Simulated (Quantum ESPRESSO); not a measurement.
# Si3S (Im-3m) in Quantum ESPRESSO: settings compared, part 2 of 4

Quantum ESPRESSO 7.5. Earlier steps stand in the parts before.

### Step 3. Phonons, LDA

Input file pw.in:

```
&CONTROL
  calculation = 'scf'
  prefix = 'pwscf'
  outdir = './tmp'
  pseudo_dir = './pseudo'
  tprnfor = .true.
  tstress = .true.
  disk_io = 'low'
/
&SYSTEM
  ibrav = 0
  nat = 4
  ntyp = 2
  ecutwfc = 54
  nbnd = 15
  occupations = 'smearing'
  smearing = 'fd'
  degauss = 0.00367493
/
&ELECTRONS
  conv_thr = 8d-10
  electron_maxstep = 120
  mixing_beta = 0.5
/
ATOMIC_SPECIES
Si    28.0850 Si.upf
S     32.0600 S.upf
CELL_PARAMETERS angstrom
  -2.5254800000    2.5254800000    2.5254800000
   2.5254800000   -2.5254800000    2.5254800000
   2.5254800000    2.5254800000   -2.5254800000
ATOMIC_POSITIONS crystal
Si     0.0000000000    0.5000000000    0.5000000000
Si     0.5000000000    0.0000000000    0.5000000000
Si     0.5000000000    0.5000000000    0.0000000000
S      0.0000000000    0.0000000000    0.0000000000
K_POINTS automatic
6 6 6 1 1 1
```

Input file relax.in:

```
&CONTROL
  calculation = 'vc-relax'
  prefix = 'pwscf'
  outdir = './tmp'
  pseudo_dir = './pseudo'
  tprnfor = .true.
  tstress = .true.
  disk_io = 'low'
  nstep = 40
  forc_conv_thr = 0.0001
  etot_conv_thr = 1d-06
/
&SYSTEM
  ibrav = 0
  nat = 4
  ntyp = 2
  ecutwfc = 54
  nbnd = 15
  occupations = 'smearing'
  smearing = 'fd'
  degauss = 0.00367493
/
&ELECTRONS
  conv_thr = 8d-10
  electron_maxstep = 120
  mixing_beta = 0.5
/
&IONS
  ion_dynamics = 'bfgs'
/
&CELL
  cell_dynamics = 'bfgs'
  press = 0
  press_conv_thr = 0.2
/
ATOMIC_SPECIES
Si    28.0850 Si.upf
S     32.0600 S.upf
CELL_PARAMETERS angstrom
  -2.5254800000    2.5254800000    2.5254800000
   2.5254800000   -2.5254800000    2.5254800000
   2.5254800000    2.5254800000   -2.5254800000
ATOMIC_POSITIONS crystal
Si     0.0000000000    0.5000000000    0.5000000000
Si     0.5000000000    0.0000000000    0.5000000000
Si     0.5000000000    0.5000000000    0.0000000000
S      0.0000000000    0.0000000000    0.0000000000
K_POINTS automatic
6 6 6 1 1 1
```

Input file scf2.in:

```
&CONTROL
  calculation = 'scf'
  prefix = 'pwscf'
  outdir = './tmp'
  pseudo_dir = './pseudo'
  tprnfor = .true.
  tstress = .true.
  disk_io = 'low'
/
&SYSTEM
  ibrav = 0
  nat = 4
  ntyp = 2
  ecutwfc = 54
  nbnd = 15
  occupations = 'smearing'
  smearing = 'fd'
  degauss = 0.00367493
/
&ELECTRONS
  conv_thr = 1d-13
  electron_maxstep = 120
  mixing_beta = 0.5
  startingpot = 'file'
  startingwfc = 'file'
/
ATOMIC_SPECIES
Si    28.0850 Si.upf
S     32.0600 S.upf
CELL_PARAMETERS angstrom
  -2.4828125916    2.4828125916    2.4828125916
   2.4828125916   -2.4828125916    2.4828125916
   2.4828125916    2.4828125916   -2.4828125916
ATOMIC_POSITIONS crystal
Si     0.0000000000    0.5000000000    0.5000000000
Si     0.5000000000    0.0000000000    0.5000000000
Si     0.5000000000    0.5000000000    0.0000000000
S      0.0000000000    0.0000000000    0.0000000000
K_POINTS automatic
6 6 6 1 1 1
```

Input file ph.in:

```
phonons of Si3S
&INPUTPH
  prefix = 'pwscf'
  outdir = './tmp'
  tr2_ph = 1d-18
  fildyn = 'dyn'
  niter_ph = 90
  alpha_mix(1) = 0.4
/
0.0000000000 0.0000000000 0.0000000000
```

Input file dynmat.in:

```
&INPUT
  fildyn = 'dyn'
  asr = 'crystal'
  filout = 'dynmat.disp'
  fileig = 'dynmat.eig'
/
```

Potentials or basis: PseudoDojo 0.4.1 SR LDA standard.

The run is started by

```
> OMP_NUM_THREADS=1 pw.x -in pw.in > pw.out
> OMP_NUM_THREADS=1 pw.x -in relax.in > relax.out
> OMP_NUM_THREADS=1 pw.x -in scf2.in > scf2.out
> OMP_NUM_THREADS=1 ph.x -in ph.in > ph.out
> OMP_NUM_THREADS=1 dynmat.x -in dynmat.in > dynmat.out
```

pw.out:

```text
This program is part of the open-source Quantum ESPRESSO suite
     for quantum simulation of materials; please cite
[... 9 lines left out ...]
     --------------------
     sticks:   dense  smooth     PW     G-vecs:    dense   smooth      PW
     Sum        1113    1113    333                23311    23311    3781

     Using Slab Decomposition

     bravais-lattice index     =            0
     lattice parameter (alat)  =       8.2662  a.u.
     unit-cell volume          =     434.7989 (a.u.)^3
     number of atoms/cell      =            4
     number of atomic types    =            2
     number of electrons       =        18.00
     number of Kohn-Sham states=           15
     kinetic-energy cutoff     =      54.0000  Ry
     charge density cutoff     =     216.0000  Ry
     scf convergence threshold =      8.0E-10
     mixing beta               =       0.5000
     number of iterations used =            8  plain     mixing
     Exchange-correlation= SLA  PW   NOGX NOGC
                           (   1   4   0   0   0   0   0)

     celldm(1)=   8.266153  celldm(2)=   0.000000  celldm(3)=   0.000000
     celldm(4)=   0.000000  celldm(5)=   0.000000  celldm(6)=   0.000000

     crystal axes: (cart. coord. in units of alat)
               a(1) = (  -0.577350   0.577350   0.577350 )
               a(2) = (   0.577350  -0.577350   0.577350 )
               a(3) = (   0.577350   0.577350  -0.577350 )

     reciprocal axes: (cart. coord. in units 2 pi/alat)
               b(1) = ( -0.000000  0.866025  0.866025 )
               b(2) = (  0.866025 -0.000000  0.866025 )
               b(3) = (  0.866025  0.866025  0.000000 )

     PseudoPot. # 1 for Si read from file:
     Si.upf
     Pseudo is Norm-conserving + core correction, Zval =  4.0
     Generated using ONCVPSP code by D. R. Hamann
     Using radial grid of 1510 points,  6 beta functions with:
                l(1) =   0
                l(2) =   0
                l(3) =   1
                l(4) =   1
                l(5) =   2
                l(6) =   2

     PseudoPot. # 2 for S  read from file:
     S.upf
     Pseudo is Norm-conserving + core correction, Zval =  6.0
     Generated using ONCVPSP code by D. R. Hamann
     Using radial grid of 1132 points,  6 beta functions with:
                l(1) =   0
                l(2) =   0
                l(3) =   1
                l(4) =   1
                l(5) =   2
                l(6) =   2

     atomic species   valence    mass     pseudopotential
     Si                4.00    28.08500     Si( 1.00)
     S                 6.00    32.06000     S ( 1.00)

     48 Sym. Ops., with inversion, found

   Cartesian axes

     site n.     atom                  positions (alat units)
         1        Si     tau(   1) = (   0.5773503   0.0000000   0.0000000  )
         2        Si     tau(   2) = (   0.0000000   0.5773503   0.0000000  )
         3        Si     tau(   3) = (   0.0000000   0.0000000   0.5773503  )
         4        S      tau(   4) = (   0.0000000   0.0000000   0.0000000  )

     number of k points=    14  Fermi-Dirac smearing, width (Ry)=  0.0037
                       cart. coord. in units 2pi/alat
        k(    1) = (   0.1443376   0.1443376   0.1443376), wk =   0.0740741
        k(    2) = (   0.2886751   0.2886751   0.1443376), wk =   0.2222222
        k(    3) = (   0.4330127   0.4330127   0.1443376), wk =   0.1111111
        k(    4) = (   0.0000000   0.0000000   0.1443376), wk =   0.0555556
        k(    5) = (   0.4330127   0.2886751   0.2886751), wk =   0.2222222
        k(    6) = (   0.0000000  -0.1443376   0.2886751), wk =   0.2222222
        k(    7) = (  -0.0000000  -0.2886751   0.4330127), wk =   0.2222222
        k(    8) = (   0.1443376  -0.1443376   0.4330127), wk =   0.2222222
        k(    9) = (  -0.7216878  -0.2886751  -0.2886751), wk =   0.2222222
        k(   10) = (   0.4330127   0.4330127   0.4330127), wk =   0.0185185
        k(   11) = (   0.0000000   0.0000000   0.4330127), wk =   0.0555556
        k(   12) = (  -0.0000000  -0.1443376   0.5773503), wk =   0.2222222
        k(   13) = (  -0.7216878  -0.1443376  -0.1443376), wk =   0.0740741
        k(   14) = (  -0.0000000  -0.0000000   0.7216878), wk =   0.0555556

     Dense  grid:    23311 G-vectors     FFT dimensions: (  40,  40,  40)

     Initial potential from superposition of free atoms

     starting charge      17.9983, renormalised to      18.0000
     Starting wfcs are   16 randomized atomic wfcs

     Self-consistent Calculation

     iteration #  1     ecut=    54.00 Ry     beta= 0.50
     Davidson diagonalization with overlap
     ethr =  1.00E-02,  avg # of iterations =  5.1

     Threshold (ethr) on eigenvalues was too large:
     Diagonalizing with lowered threshold

     Davidson diagonalization with overlap
     ethr =  2.13E-04,  avg # of iterations =  5.8

     total energy              =     -47.69539283 Ry
     estimated scf accuracy    <       0.03805083 Ry

     iteration #  2     ecut=    54.00 Ry     beta= 0.50
     Davidson diagonalization with overlap
     ethr =  2.11E-04,  avg # of iterations =  1.0

     total energy              =     -47.69456142 Ry
     estimated scf accuracy    <       0.00716267 Ry

     iteration #  3     ecut=    54.00 Ry     beta= 0.50
     Davidson diagonalization with overlap
     ethr =  3.98E-05,  avg # of iterations =  1.7

     total energy              =     -47.69494100 Ry
     estimated scf accuracy    <       0.00010239 Ry

     iteration #  4     ecut=    54.00 Ry     beta= 0.50
     Davidson diagonalization with overlap
     ethr =  5.69E-07,  avg # of iterations =  7.1

     total energy              =     -47.69500085 Ry
     estimated scf accuracy    <       0.00002348 Ry

     iteration #  5     ecut=    54.00 Ry     beta= 0.50
     Davidson diagonalization with overlap
     ethr =  1.30E-07,  avg # of iterations =  2.0

     total energy              =     -47.69500441 Ry
     estimated scf accuracy    <       0.00000087 Ry

     iteration #  6     ecut=    54.00 Ry     beta= 0.50
     Davidson diagonalization with overlap
     ethr =  4.81E-09,  avg # of iterations =  2.7

     total energy              =     -47.69500474 Ry
     estimated scf accuracy    <       0.00000012 Ry

     iteration #  7     ecut=    54.00 Ry     beta= 0.50
     Davidson diagonalization with overlap
     ethr =  6.55E-10,  avg # of iterations =  1.8

     total energy              =     -47.69500476 Ry
     estimated scf accuracy    <          2.5E-09 Ry

     iteration #  8     ecut=    54.00 Ry     beta= 0.50
     Davidson diagonalization with overlap
     ethr =  1.42E-11,  avg # of iterations =  4.3

     End of self-consistent calculation

          k = 0.1443 0.1443 0.1443 (  2914 PWs)   bands (ev):

    -6.1314  -0.4394   2.6742   2.6742   4.5151   4.8892   4.8892   6.4858
     7.5818   7.5818  11.6588  12.0527  12.0527  12.6186  12.6187

          k = 0.2887 0.2887 0.1443 (  2920 PWs)   bands (ev):

    -5.6392  -1.2338   1.1520   1.8659   4.2620   5.5158   6.2533   6.5789
     9.0708   9.2857  10.2104  10.8895  12.7630  14.4385  14.6067

          k = 0.4330 0.4330 0.1443 (  2924 PWs)   bands (ev):

    -5.3140  -1.6790   0.5722   1.5863   4.0909   5.6310   7.0003   7.5095
     8.7751   9.2034  10.7970  11.4598  12.4013  13.6285  14.5892

          k = 0.0000 0.0000 0.1443 (  2919 PWs)   bands (ev):

    -6.3316   0.0101   3.6900   3.6900   3.8497   4.0615   5.8939   5.8939
     6.0607   7.6243  10.5815  11.1449  11.1449  12.5951  14.8338

          k = 0.4330 0.2887 0.2887 (  2920 PWs)   bands (ev):

    -5.2735  -1.2829  -0.2210   1.0754   5.3184   5.9800   6.9545   7.8018
     8.6890   9.9845  10.5720  10.9612  11.2167  13.1371  14.5712

          k = 0.0000-0.1443 0.2887 (  2911 PWs)   bands (ev):

    -5.9482  -0.7836   2.1197   3.2705   3.3380   4.4979   5.5532   6.3142
     7.9419   9.4786  10.1403  11.6701  12.8777  12.9671  13.9439

          k =-0.0000-0.2887 0.4330 (  2911 PWs)   bands (ev):

    -5.4368  -1.6072   1.0508   2.8440   2.9382   5.2435   5.5691   7.0947
     8.5931   9.8492  11.2482  11.7406  13.6960  13.8946  15.1655

          k = 0.1443-0.1443 0.4330 (  2910 PWs)   bands (ev):

    -5.5132  -1.2525   0.6341   3.0788   3.5665   4.0832   6.5994   6.6777
     7.6354   9.9584  11.4578  12.6131  13.2813  13.8307  14.6883

          k =-0.7217-0.2887-0.2887 (  2923 PWs)   bands (ev):

    -5.2437  -1.3855  -0.1654   2.9191   3.4453   4.9391   5.5800   6.7786
     8.4999  11.3647  11.8147  11.9786  13.2630  13.8022  15.5432

          k = 0.4330 0.4330 0.4330 (  2916 PWs)   bands (ev):

    -5.1574  -0.5126  -0.5126  -0.5126   6.9088   6.9088   6.9088   9.4480
     9.7629   9.7629   9.8374   9.8374   9.8374  12.6951  12.6951

          k = 0.0000 0.0000 0.4330 (  2923 PWs)   bands (ev):

    -5.6321  -1.0296   1.6757   2.5890   2.5890   4.8126   6.2597   6.2597
     6.9810  10.0336  11.7111  12.0117  14.5954  14.5955  14.9236

          k =-0.0000-0.1443 0.5774 (  2918 PWs)   bands (ev):

    -5.2490  -1.1754   0.4366   2.1446   3.1335   4.6857   5.0559   6.5575
     7.8986  11.9130  12.6180  13.1989  13.8146  14.5281  15.1373

          k =-0.7217-0.1443-0.1443 (  2895 PWs)   bands (ev):

    -5.1130  -0.5289  -0.5289   2.3898   3.1830   3.1830   5.1992   7.8286
     7.8286  11.0615  14.0854  14.0854  14.1008  15.1329  15.1330

          k =-0.0000-0.0000 0.7217 (  2891 PWs)   bands (ev):

    -5.0553  -0.4445   0.4528   1.6615   1.6615   2.7290   7.0293   7.5790
     7.5790  10.7850  13.5485  14.5281  14.5281  14.7010  16.2643

     the Fermi energy is     9.0772 ev

!    total energy              =     -47.69500476 Ry
     estimated scf accuracy    <          1.7E-10 Ry
     smearing contrib. (-TS)   =      -0.00074997 Ry
     internal energy E=F+TS    =     -47.69425479 Ry

     The total energy is F=E-TS. E is the sum of the following terms:
     one-electron contribution =      14.46599582 Ry
     hartree contribution      =       2.64155650 Ry
     xc contribution           =     -15.71559292 Ry
     ewald contribution        =     -49.08621419 Ry

     convergence has been achieved in   8 iterations

     Forces acting on atoms (cartesian axes, Ry/au):

     atom    1 type  1   force =     0.00000000    0.00000000    0.00000000
     atom    2 type  1   force =     0.00000000    0.00000000    0.00000000
     atom    3 type  1   force =    -0.00000000    0.00000000   -0.00000000
     atom    4 type  2   force =     0.00000000    0.00000000    0.00000000

     Total force =     0.000000     Total SCF correction =     0.000000

     Computing stress (Cartesian axis) and pressure

          total   stress  (Ry/bohr**3)                   (kbar)     P=      -51.31
  -0.00034877   0.00000000   0.00000000          -51.31        0.00        0.00
   0.00000000  -0.00034877   0.00000000            0.00      -51.31        0.00
   0.00000000   0.00000000  -0.00034877            0.00        0.00      -51.31

=------------------------------------------------------------------------------=
   JOB DONE.
=------------------------------------------------------------------------------=
```

It took 12 min on 1 thread of Intel Xeon at 2.50GHz (Skylake/Cascade Lake), shared host; peak memory 0.07 GiB.

Results:

* Free energy: -648.9774 eV
* Relaxed volume: 15.30 Å³/atom
* Relaxed cell: a = 4.300 Å, b = 4.300 Å, c = 4.300 Å, α = 109.47°, β = 109.47°, γ = 109.47°
* Space group after relaxing (to 0.05 Å): Im-3m (No. 229)
* Pressure after relaxing: 0.0 GPa
* Band gap on the k mesh: none (metal or under the smearing width)
* Highest phonon frequency at Γ: 351 cm⁻¹
* Most unstable mode: 110i cm⁻¹

The path:
```
step  energy change (eV)  largest force (eV/Å)  pressure (GPa)  volume (Å³)
   1              0.0000                0.0000           -5.13        64.43
   2             -0.0409                0.0000           -2.64        62.76
   3             -0.0537                0.0000            0.27        61.08
   4             -0.0539                0.0000           -0.01        61.23
   5             -0.0539                0.0000            0.00        61.22
```

Final structure:
```cif
data_structure
_symmetry_space_group_name_H-M 'P 1'
_symmetry_Int_Tables_number 1
_cell_length_a 4.3004
_cell_length_b 4.3004
_cell_length_c 4.3004
_cell_angle_alpha 109.471
_cell_angle_beta 109.471
_cell_angle_gamma 109.471
_cell_volume 61.22
loop_
_atom_site_label
_atom_site_type_symbol
_atom_site_fract_x
_atom_site_fract_y
_atom_site_fract_z
_atom_site_occupancy
Si1 Si 0.00000 0.50000 0.50000 1
Si2 Si 0.50000 0.00000 0.50000 1
Si3 Si 0.50000 0.50000 0.00000 1
S1 S 0.00000 0.00000 0.00000 1
```

Levels at points of the mesh, in eV from the Fermi level:
```csv
k point,band 5,band 6,band 7,band 8,band 9,band 10,band 11,band 12,band 13,band 14
"(0.08, 0.08, 0.08)",-4.73,-4.35,-4.35,-2.73,-1.49,-1.49,2.43,2.88,2.88,3.57
```

Phonon frequencies in cm⁻¹ (negative: imaginary):
```tsv
q point	frequencies
(0.000, 0.000, 0.000)	-110 -110 -110 0 0 0 214 214 214 351 351 351
```

Optical modes at Γ, degenerate ones joined:
```
cm⁻¹  components  symmetry  active in
110i           3       T1u         IR
 214           3       T1u         IR
 351           3       T2u     silent
```

Caveat: the k mesh is coarse; the mesh is thin for the phonons of a metal; some modes are imaginary.

(Part 2 of 4 ends here.)
